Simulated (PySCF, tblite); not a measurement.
**C5H9FGeO: geometry, infrared bands and NMR shifts**

Wanted: the infrared bands and NMR shifts of C5H9FGeO (`FC([CH2][GeH3])=C1COC1`), by calculation.

The runs use tblite 0.8.0 and PySCF 2.14.0, with density-fitted response routines of our own; the level of theory stands in each step. All values are computed, except where a source is named. Atoms are numbered from 0 throughout.

**1. Starting geometry**

17 atoms, charge 0, multiplicity 1; geometry from: force field or distance geometry start.

Bonds of the start (Å): F0–C1 1.38, C1–C2 1.46, C2–Ge3 1.94, C1–C4 1.33, C4–C5 1.49, C5–O6 1.39, O6–C7 1.39, C7–C4 1.49, C2–H8 1.12, C2–H9 1.11, Ge3–H10 1.53, Ge3–H11 1.58, Ge3–H12 1.54, C5–H13 1.10, C5–H14 1.12, C7–H15 1.10, C7–H16 1.13.

**2. Optimising the geometry with GFN2-xTB**

The job: settings as JSON, then the geometry in Å.

```
{"job": {"kind": "relax", "xc": "GFN2-xTB", "basis": "xTB"}, "charge": 0, "multiplicity": 1}
F      0.631600    -1.569200     1.272400
C      0.148300    -0.761200     0.269400
C      0.921300    -0.662400    -0.964600
Ge     2.668600     0.045600    -0.495400
C     -0.978400    -0.079000     0.416600
C     -2.055300     0.141000     1.415300
O     -2.893500     0.736800     0.481700
C     -1.808300     0.872300    -0.376800
H      1.130000    -1.651100    -1.444900
H      0.462900    -0.020400    -1.739900
H      2.621200     1.465300     0.077600
H      3.283100    -0.925300     0.586500
H      3.619600    -0.043400    -1.706700
H     -2.454400    -0.789300     1.849100
H     -1.796900     0.893100     2.202400
H     -1.395700     1.885700    -0.467100
H     -2.111000     0.473600    -1.385500
```

Run with:

```console
OMP_NUM_THREADS=1 python probes_run.py task.json out
```

One launch serves the whole session: the jobs run in the order shown.

**Question.** This job is followed by: GFN2-xTB harmonic vibrations, gas phase; GIAO PBE0/pcSseg-1 NMR shielding, non-relativistic, gas phase. Predict these results of the whole session: strongest single infrared mode (GFN2-xTB); zero-point energy (GFN2-xTB); 13C shifts against TMS (PBE0/pcSseg-1); 1H shifts against TMS (PBE0/pcSseg-1, means over atoms taken as alike); 19F shifts against CFCl3 (PBE0/pcSseg-1); 73Ge shifts against GeMe4 (PBE0/pcSseg-1); 17O shifts against H2O (PBE0/pcSseg-1).

The runs gave:

```
                                                              quantity                               value
                             strongest single infrared mode (GFN2-xTB)               2086 cm⁻¹, 442 km/mol
                                          zero-point energy (GFN2-xTB)                       75.7 kcal/mol
                                13C shifts against TMS (PBE0/pcSseg-1)  158.8, 117.3, 77.4, 76.3, 15.0 ppm
1H shifts against TMS (PBE0/pcSseg-1, means over atoms taken as alike)          5.40, 5.31, 3.65, 1.88 ppm
                              19F shifts against CFCl3 (PBE0/pcSseg-1)                          -105.3 ppm
                             73Ge shifts against GeMe4 (PBE0/pcSseg-1)                            -235 ppm
                                17O shifts against H2O (PBE0/pcSseg-1)                            -3.6 ppm
```

In words: The optimisation took 120 steps and gained 0.519 eV; among the close pairs (by a distance rule), Ge3–H11 changed most, from 1.578 to 1.489 Å. All 45 modes are real, so the xTB geometry is a minimum. The strongest single mode, at 2086 cm⁻¹, moves mainly H10 and H12. Unscaled tight-binding wavenumbers are off by several per cent, some by more. Its intensities can rank the bands wrongly. Spin-orbit coupling is left out, which matters for shieldings and couplings at and beside the heavy atoms.
